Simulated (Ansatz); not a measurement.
# C2H4BrNSi: the cost of one run

All numbers are computed with Ansatz 0.2.0 through its Python package. Level of theory: B3LYP/def2-SVP.

**1. The structure**

Bond lengths: Br1–Si2 2.167 Å, Si2–C3 1.691 Å, C3–C4 1.354 Å, C3–N5 1.397 Å, C4–N5 1.327 Å, Si2–H6 1.503 Å, Si2–H7 1.477 Å, C4–H8 1.047 Å, N5–H9 0.963 Å. Angles (14 of 15 angles, heavy atoms first): Br1–Si2–C3 107.3°, Si2–C3–C4 156.1°, Si2–C3–N5 146.2°, C4–C3–N5 57.6°, C3–C4–N5 62.8°, C3–N5–C4 59.5°, Br1–Si2–H6 108.5°, Br1–Si2–H7 108.6°, C3–Si2–H6 113.4°, C3–Si2–H7 111.7°, C3–C4–H8 148.6°, N5–C4–H8 146.5°, C3–N5–H9 111.3°, C4–N5–H9 116.6°.

The script reads input.yaml:

```yaml
crystal:
  periodic: [false, false, false]
  atoms:
    - { symbol: Br, position_ang: [-2.5153, 0.8742, -0.6567] }
    - { symbol: Si, position_ang: [-0.8855, 0.6952, 0.7599] }
    - { symbol: C, position_ang: [0.3726, -0.1216, -0.0204] }
    - { symbol: C, position_ang: [1.2418, -1.1362, -0.2392] }
    - { symbol: "N", position_ang: [1.3272, -0.0816, -1.0396] }
    - { symbol: H, position_ang: [-0.5051, 2.0727, 1.2267] }
    - { symbol: H, position_ang: [-1.3681, -0.0472, 1.9421] }
    - { symbol: H, position_ang: [1.5042, -2.1381, -0.0829] }
    - { symbol: H, position_ang: [0.9168, -0.1637, -1.907] }
basis:
  gaussian: { orbitals: def2-SVP }
hamiltonian:
  xc: b3lyp
```

**2. The code**

Input file run_deck.py:

```python
"""C2H4BrNSi through the session interface."""

import ansatz as az

session = az.Session.from_deck("input.yaml")
r = session.plan(threads=1).execute().report

print("reference energy %16.6f eV" % r["reference_energy_ev"])
print("total energy     %16.6f eV" % r["free_energy_ev"])
print("occupied orbitals outside the frozen core (up, down):", r["n_occupied"], " frozen:", r["n_frozen"], " virtual:", r["n_virtual"])
symbols = ["Br", "Si", "C", "C", "N", "H", "H", "H", "H"]
state = r["mean_field"]["state"]
print(f"mean field: {state['energy']['hartree']:.7f} Ha, <S^2> = {abs(state['spin_squared']):.4f}, stability: {state.get('stability', {}).get('kind')}")
```

**3. The run**

Launch:

```sh
$ python run_deck.py
```

**Question.** How long does this script take on 1 thread of Arm Neoverse V2, shared host, and how much memory does it need?

About 3.9 s, with a peak of 0.29 GiB.
